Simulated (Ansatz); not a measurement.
**HfH2SeOF (quartet): geometry optimisation**

Aim: relax a generated start of HfH2SeOF (quartet) and see which bonds hold.

The runs use Ansatz 0.2.0, Gaussian basis; UKS PBE0/def2-SVP.

### 1 Starting geometry

6 atoms, charge 0, spin multiplicity 4.

Atoms are counted from 1 here; the program's logs count them from 0.

Bond lengths: O1–Hf2 1.844 Å, O1–H5 0.964 Å, Hf2–F3 1.847 Å, Hf2–Se4 2.439 Å, Hf2–H5 2.424 Å, Se4–H6 1.439 Å. Angles: Hf2–O1–H5 115.8°, O1–Hf2–F3 107.3°, O1–Hf2–Se4 120.6°, O1–Hf2–H5 21.0°, F3–Hf2–Se4 111.4°, F3–Hf2–H5 96.0°, Se4–Hf2–H5 141.2°, Hf2–Se4–H6 100.5°, O1–H5–Hf2 43.2°.

As a file:

```xyz
6
FH2HfOSe
O    -0.7778    0.3348    1.5513
Hf   -0.0965   -0.3631   -0.0134
F    -0.7594   -2.0789   -0.1840
Se   -0.2830    0.8738   -2.1078
H    -0.5561   -0.1464    2.3565
H     0.7539    1.8546   -1.9265
```

The start is a generated structure. Sticks and bond lists go by distance. No spin-orbit coupling is included. Elements past krypton take def2 core potentials. 

### 2 The run

The input, in.yaml:

```yaml
crystal:
  periodic: [false, false, false]
  atoms:
    - {symbol: O, position_ang: [-0.777820, 0.334780, 1.551320]}
    - {symbol: Hf, position_ang: [-0.096510, -0.363140, -0.013410]}
    - {symbol: F, position_ang: [-0.759400, -2.078850, -0.184000]}
    - {symbol: Se, position_ang: [-0.282970, 0.873820, -2.107760]}
    - {symbol: H, position_ang: [-0.556060, -0.146380, 2.356530]}
    - {symbol: H, position_ang: [0.753860, 1.854640, -1.926480]}
basis:
  gaussian: {orbitals: def2-SVP}
magnetization: {spin_polarized: true, initial_magnetization: 3}
hamiltonian: {xc: pbe0}
relax: {f_tol: 0.01, max_steps: 150}
```

Command:

```sh
$ ansatz run in.yaml --threads 2 --pin off --events-out ev --progress --plain --max-ram 49920MiB --backend cuda --devices 0, --max-vram 37GiB
```

**Question.** What will these runs give? Wanted: energy gained; shift from the start; total energy; dipole moment; ⟨S²⟩.

**Answer**, as computed:

```
                  quantity           value
                     steps              14
             energy gained        1.833 eV
shift from the start (rms)         0.506 Å
              total energy  -71429.1062 eV
             dipole moment          2.54 D
                      ⟨S²⟩           3.756
```

**Reading.** By distance, Hf2–H5 opened. Hf2–H5 went from 2.424 to 2.850 Å. No vibrations were run, so this is a stationary point, not a proven minimum, and this spin need not be the ground state's.
